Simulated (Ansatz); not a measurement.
# HfClF3: an energy map over bond length F1–Hf2 and bond length Hf2–F3

How does the energy of ClF₃Hf, SMILES [F][Hf]([F])([F])[Cl] change over two coordinates at once? A grid of runs gives the map.

Method: RKS PBE0-D4/def2-TZVP; program: Ansatz 0.2.0.

### 1 The system as given

SMILES `[F][Hf]([F])([F])[Cl]`, 5 atoms, charge 0, spin multiplicity 1.

Atoms are counted from 1 here; the program's logs count them from 0.

Bond lengths: F1–Hf2 1.910 Å, Hf2–F3 1.910 Å, Hf2–F4 1.910 Å, Hf2–Cl5 2.357 Å. Angles: F1–Hf2–F3 109.0°, F1–Hf2–F4 109.0°, F1–Hf2–Cl5 110.0°, F3–Hf2–F4 108.9°, F3–Hf2–Cl5 110.0°, F4–Hf2–Cl5 110.0°.

As a file:

```xyz
5
ClF3Hf
F    -0.67929   -0.51756    1.73260
Hf    0.01594   -0.09314    0.00506
F     1.84721   -0.63042   -0.07600
F    -0.97190   -1.05630   -1.31599
Cl   -0.16196    2.22383   -0.38707
```

This geometry comes from a loose relaxation at PBE in a small basis, which is not shown.

### 2 The minimum at this level

The input, input.yaml:

```yaml
crystal:
  periodic: [false, false, false]
  atoms:
    - { symbol: F, position_ang: [-0.679288, -0.517562, 1.7326] }
    - { symbol: Hf, position_ang: [0.015944, -0.093144, 0.005059] }
    - { symbol: F, position_ang: [1.847206, -0.630421, -0.075997] }
    - { symbol: F, position_ang: [-0.971904, -1.056303, -1.315992] }
    - { symbol: Cl, position_ang: [-0.161958, 2.223831, -0.38707] }
basis:
  gaussian: { orbitals: def2-TZVP }
hamiltonian:
  xc: pbe0
  dispersion: d4
output:
  forces: true
relax:
  f_tol: 0.003
  max_steps: 120
```

Launch:

```
$ ansatz run input.yaml --threads 1 --pin off --max-ram 2560MiB --backend cpu --events-out ev --progress --plain --runs-dir out
```

Log (excerpt; [...] marks lines left out):

```text
Warning: RAYON_NUM_THREADS=1 ignored (pool sized by the plan → 1); use --threads N
[...]
Functional definition: PBE0
[...]
1129 factors; their error is unknown
[...]
mean field -21981.22091967 eV, -807.7949693912 hartree, gradient 9.8e-6 eV, S^2 0.000000; 0 other end points of the search recorded, 0 dependent functions left out
[...]
reference -21981.22095587 eV, -807.7949707216 hartree; 28, 28 occupied and 142, 142 virtual orbitals, 1129 factors
relax step   1: F+E_penalty+E_count = -21981.30358485 eV  Δ(F+E_penalty+E_count) = +0.000e0 eV  max|allowed force component| = 5.558e-1 eV/Å  Δτ_max = 0.0000 Å  (26 SCF iters, accepted)
[...]
relax step   4: F+E_penalty+E_count = -21981.32354772 eV  Δ(F+E_penalty+E_count) = -4.612e-5 eV  max|allowed force component| = 3.319e-3 eV/Å  Δτ_max = 0.0026 Å  (30 SCF iters, accepted)
[...]
relax step   5: F+E_penalty+E_count = -21981.32354874 eV  Δ(F+E_penalty+E_count) = -1.024e-6 eV  max|allowed force component| = 9.817e-5 eV/Å  Δτ_max = 0.0003 Å  (30 SCF iters, accepted)
1129 factors; their error is unknown
mean field -21981.24007371 eV, -807.7956732891 hartree, gradient 2.6e-5 eV, S^2 0.000000; 1 other end points of the search recorded, 0 dependent functions left out
[...]
reference -21981.24010982 eV, -807.7956746161 hartree; 28, 28 occupied and 142, 142 virtual orbitals, 1129 factors
Total energy: -21981.32358485 eV, -807.7987422670 hartree
Atom 0 at    -0.671774    -0.515704     1.714341 Å, force     0.000034     0.000009    -0.000082 eV/Å
Atom 1 at     0.015845    -0.091129     0.004692 Å, force    -0.000012     0.000043    -0.000002 eV/Å
Atom 2 at     1.827717    -0.626687    -0.074696 Å, force    -0.000076     0.000012     0.000005 eV/Å
Atom 3 at    -0.961273    -1.048259    -1.301122 Å, force     0.000046     0.000034     0.000064 eV/Å
Atom 4 at    -0.160514     2.208180    -0.384616 Å, force     0.000007    -0.000098     0.000016 eV/Å
Dipole moment:     0.000046    -0.001030     0.000247 e Å
```

It took 48 s on 1 thread of Arm Neoverse V1, shared host; peak memory 0.36 GiB.

Step by step:

```
step  energy from step 1 (eV)  largest force component (eV/Å)
   1                   0.0000                          0.5558
   2                  -0.0182                          0.2335
   3                  -0.0199                          0.0259
   4                  -0.0200                          0.0033
   5                  -0.0200                          0.0001
```

Distances of close pairs at the start and the end, largest changes first:

```
   bond  before (Å)  after (Å)  change (Å)
 Hf2–F3       1.910      1.891      -0.019
 Hf2–F4       1.910      1.891      -0.019
 F1–Hf2       1.910      1.891      -0.019
Hf2–Cl5       2.357      2.339      -0.018
```

### 3 Setting up the map

The axes are (1) bond length F1–Hf2: 7 values from 1.551 to 2.837 Å; (2) bond length Hf2–F3: 7 values from 1.626 to 2.647 Å.

Nothing else is relaxed (all other coordinates rigid). Energies count from the relaxed molecule at the same level.

Below, 3 of the grid's runs; all are launched alike.

### 4 Grid point bond length F1–Hf2 = 1.979 Å, bond length Hf2–F3 = 1.967 Å

The input, input.yaml:

```yaml
crystal:
  periodic: [false, false, false]
  atoms:
    - { symbol: F, position_ang: [-0.671774, -0.515704, 1.714341] }
    - { symbol: Hf, position_ang: [0.047834, -0.071377, -0.074843] }
    - { symbol: F, position_ang: [1.932493, -0.62845, -0.15742] }
    - { symbol: F, position_ang: [-0.929284, -1.028507, -1.380657] }
    - { symbol: Cl, position_ang: [-0.128525, 2.227932, -0.464151] }
basis:
  gaussian: { orbitals: def2-TZVP }
hamiltonian:
  xc: pbe0
  dispersion: d4
output:
  forces: true
```

Launch:

```
$ ansatz run input.yaml --threads 1 --pin off --max-ram 2560MiB --backend cpu --events-out ev --progress --plain --runs-dir out
```

Log (excerpt; [...] marks lines left out):

```text
Warning: RAYON_NUM_THREADS=1 ignored (pool sized by the plan → 1); use --threads N
[...]
[... 1 set-up line as earlier in the session ...]
[...]
1129 factors; their error is unknown
[...]
mean field -21981.06966414 eV, -807.7894108529 hartree, gradient 5.9e-5 eV, S^2 0.000000; 0 other end points of the search recorded, 0 dependent functions left out
[...]
reference -21981.06970032 eV, -807.7894121827 hartree; 28, 28 occupied and 142, 142 virtual orbitals, 1129 factors
Total energy: -21981.15153878 eV, -807.7924196904 hartree
Atom 0 at    -0.671774    -0.515704     1.714341 Å, force     0.718127     0.475590    -1.864319 eV/Å
Atom 1 at     0.047834    -0.071377    -0.074843 Å, force     0.937270    -0.976212     1.666783 eV/Å
Atom 2 at     1.932493    -0.628450    -0.157420 Å, force    -1.772693     0.539271     0.043367 eV/Å
Atom 3 at    -0.929284    -1.028507    -1.380657 Å, force     0.116736     0.153514     0.146772 eV/Å
Atom 4 at    -0.128525     2.227932    -0.464151 Å, force     0.000560    -0.192163     0.007397 eV/Å
Dipole moment:    -0.051738     0.071913    -0.096893 e Å
```

Run time: 7.2 s. Hardware: 1 thread of Arm Neoverse V1, shared host; peak memory 0.35 GiB.

That is 0.17 eV from the zero.

### 5 The run at bond length F1–Hf2 = 2.194 Å, bond length Hf2–F3 = 2.137 Å

The input, input.yaml:

```yaml
crystal:
  periodic: [false, false, false]
  atoms:
    - { symbol: F, position_ang: [-0.671774, -0.515704, 1.714341] }
    - { symbol: Hf, position_ang: [0.126012, -0.023105, -0.269221] }
    - { symbol: F, position_ang: [2.173555, -0.628324, -0.358935] }
    - { symbol: F, position_ang: [-0.851106, -0.980235, -1.575035] }
    - { symbol: Cl, position_ang: [-0.050346, 2.276204, -0.658529] }
basis:
  gaussian: { orbitals: def2-TZVP }
hamiltonian:
  xc: pbe0
  dispersion: d4
output:
  forces: true
```

Launch:

```
$ ansatz run input.yaml --threads 1 --pin off --max-ram 2560MiB --backend cpu --events-out ev --progress --plain --runs-dir out
```

Log (excerpt; [...] marks lines left out):

```text
Warning: RAYON_NUM_THREADS=1 ignored (pool sized by the plan → 1); use --threads N
[...]
[... 1 set-up line as earlier in the session ...]
[...]
1129 factors; their error is unknown
[...]
mean field -21979.80608997 eV, -807.7429753589 hartree, gradient 7.9e-6 eV, S^2 0.000000; 0 other end points of the search recorded, 0 dependent functions left out
[...]
reference -21979.80612506 eV, -807.7429766484 hartree; 28, 28 occupied and 142, 142 virtual orbitals, 1129 factors
Total energy: -21979.88451259 eV, -807.7458573369 hartree
Atom 0 at    -0.671774    -0.515704     1.714341 Å, force     1.503989     0.998451    -3.907928 eV/Å
Atom 1 at     0.126012    -0.023105    -0.269221 Å, force     2.015578    -2.036263     3.345253 eV/Å
Atom 2 at     2.173555    -0.628324    -0.358935 Å, force    -3.872835     1.179907     0.093488 eV/Å
Atom 3 at    -0.851106    -0.980235    -1.575035 Å, force     0.344935     0.440029     0.436245 eV/Å
Atom 4 at    -0.050346     2.276204    -0.658529 Å, force     0.008333    -0.582123     0.032943 eV/Å
Dipole moment:    -0.154238     0.231182    -0.319507 e Å
```

It took 7.8 s on 1 thread of Arm Neoverse V1, shared host; peak memory 0.35 GiB.

That is 1.44 eV from the zero.

### 6 Point bond length F1–Hf2 = 1.979 Å, bond length Hf2–F3 = 1.626 Å

The input, input.yaml:

```yaml
crystal:
  periodic: [false, false, false]
  atoms:
    - { symbol: F, position_ang: [-0.671774, -0.515704, 1.714341] }
    - { symbol: Hf, position_ang: [0.047834, -0.071377, -0.074843] }
    - { symbol: F, position_ang: [1.605767, -0.531876, -0.143105] }
    - { symbol: F, position_ang: [-0.929284, -1.028507, -1.380657] }
    - { symbol: Cl, position_ang: [-0.128525, 2.227932, -0.464151] }
basis:
  gaussian: { orbitals: def2-TZVP }
hamiltonian:
  xc: pbe0
  dispersion: d4
output:
  forces: true
```

Launch:

```
$ ansatz run input.yaml --threads 1 --pin off --max-ram 2560MiB --backend cpu --events-out ev --progress --plain --runs-dir out
```

Log (excerpt; [...] marks lines left out):

```text
Warning: RAYON_NUM_THREADS=1 ignored (pool sized by the plan → 1); use --threads N
[...]
[... 1 set-up line as earlier in the session ...]
[...]
1129 factors; their error is unknown
[...]
mean field -21979.63763253 eV, -807.7367846621 hartree, gradient 8.2e-5 eV, S^2 0.000000; 0 other end points of the search recorded, 0 dependent functions left out
[...]
reference -21979.63766670 eV, -807.7367859179 hartree; 28, 28 occupied and 142, 142 virtual orbitals, 1129 factors
Total energy: -21979.72293509 eV, -807.7399194733 hartree
Atom 0 at    -0.671774    -0.515704     1.714341 Å, force     0.708041     0.275729    -1.323857 eV/Å
Atom 1 at     0.047834    -0.071377    -0.074843 Å, force   -14.636233     3.804121     2.400856 eV/Å
Atom 2 at     1.605767    -0.531876    -0.143105 Å, force    13.805439    -4.084822    -0.650022 eV/Å
Atom 3 at    -0.929284    -1.028507    -1.380657 Å, force    -0.011778    -0.264474    -0.339885 eV/Å
Atom 4 at    -0.128525     2.227932    -0.464151 Å, force     0.134530     0.269447    -0.087091 eV/Å
Dipole moment:     0.379227    -0.106099    -0.107332 e Å
```

It took 7.6 s on 1 thread of Arm Neoverse V1, shared host; peak memory 0.35 GiB.

On the map this point reads 1.60 eV.

### 7 The map

49 points were computed. Energies in eV, from the relaxed molecule at the same level:

| bond length Hf2–F3 (Å) ↓, bond length F1–Hf2 (Å) → | 1.551 | 1.765 | 1.979 | 2.194 | 2.408 | 2.622 | 2.837 |
| --- | --- | --- | --- | --- | --- | --- | --- |
| 2.647 | 5.37 | 2.91 | 2.89 | 3.71 | 4.74 | 5.74 | 6.64 |
| 2.477 | 4.70 | 2.21 | 2.17 | 2.97 | 3.98 | 4.96 | 5.85 |
| 2.307 | 4.01 | 1.48 | 1.41 | 2.19 | 3.18 | 4.14 | 5.02 |
| 2.137 | 3.37 | 0.80 | 0.69 | 1.44 | 2.41 | 3.35 | 4.22 |
| 1.967 | 2.96 | 0.33 | 0.17 | 0.89 | 1.83 | 2.76 | 3.61 |
| 1.796 | 3.16 | 0.44 | 0.23 | 0.90 | 1.81 | 2.71 | 3.54 |
| 1.626 | 4.72 | 1.89 | 1.60 | 2.22 | 3.09 | 3.96 | 4.77 |

On the same grid, largest force on an atom (eV/Å):

| bond length Hf2–F3 (Å) ↓, bond length F1–Hf2 (Å) → | 1.551 | 1.765 | 1.979 | 2.194 | 2.408 | 2.622 | 2.837 |
| --- | --- | --- | --- | --- | --- | --- | --- |
| 2.647 | 24.2 | 6.9 | 4.1 | 4.6 | 4.8 | 4.5 | 4.4 |
| 2.477 | 24.4 | 7.2 | 4.4 | 4.5 | 4.7 | 4.7 | 4.8 |
| 2.307 | 24.5 | 7.3 | 4.5 | 4.7 | 4.7 | 4.8 | 4.9 |
| 2.137 | 24.3 | 6.9 | 3.9 | 4.4 | 4.6 | 4.3 | 4.4 |
| 1.967 | 23.6 | 5.6 | 2.1 | 4.2 | 4.5 | 4.2 | 3.7 |
| 1.796 | 23.3 | 5.0 | 4.3 | 5.9 | 6.1 | 5.8 | 5.3 |
| 1.626 | 23.9 | 14.9 | 15.3 | 16.2 | 16.3 | 16.0 | 15.7 |

### 8 Outcome

| quantity | value |
| --- | --- |
| lowest point | bond length F1–Hf2 = 1.979 Å, bond length Hf2–F3 = 1.967 Å, 0.17 eV |
| highest computed point | bond length F1–Hf2 = 2.837 Å, bond length Hf2–F3 = 2.647 Å, 6.46 eV above the lowest |
| largest force on an atom (eV/Å) | 2.1 at bond length F1–Hf2 = 1.979 Å, bond length Hf2–F3 = 1.967 Å to 24.5 at bond length F1–Hf2 = 1.551 Å, bond length Hf2–F3 = 2.307 Å; 2.1 at the lowest point |
| time for the whole task | 7.4 min on 1 thread, shared host |

What this shows: The lowest computed point is at bond length F1–Hf2 = 1.979 Å, bond length Hf2–F3 = 1.967 Å, 0.17 eV from the relaxed molecule at the same level. No other kind of well shows on this grid. The highest computed point, bond length F1–Hf2 = 2.837 Å, bond length Hf2–F3 = 2.647 Å, lies 6.46 eV above the lowest. Round the minimum the two coordinates are nearly uncoupled.
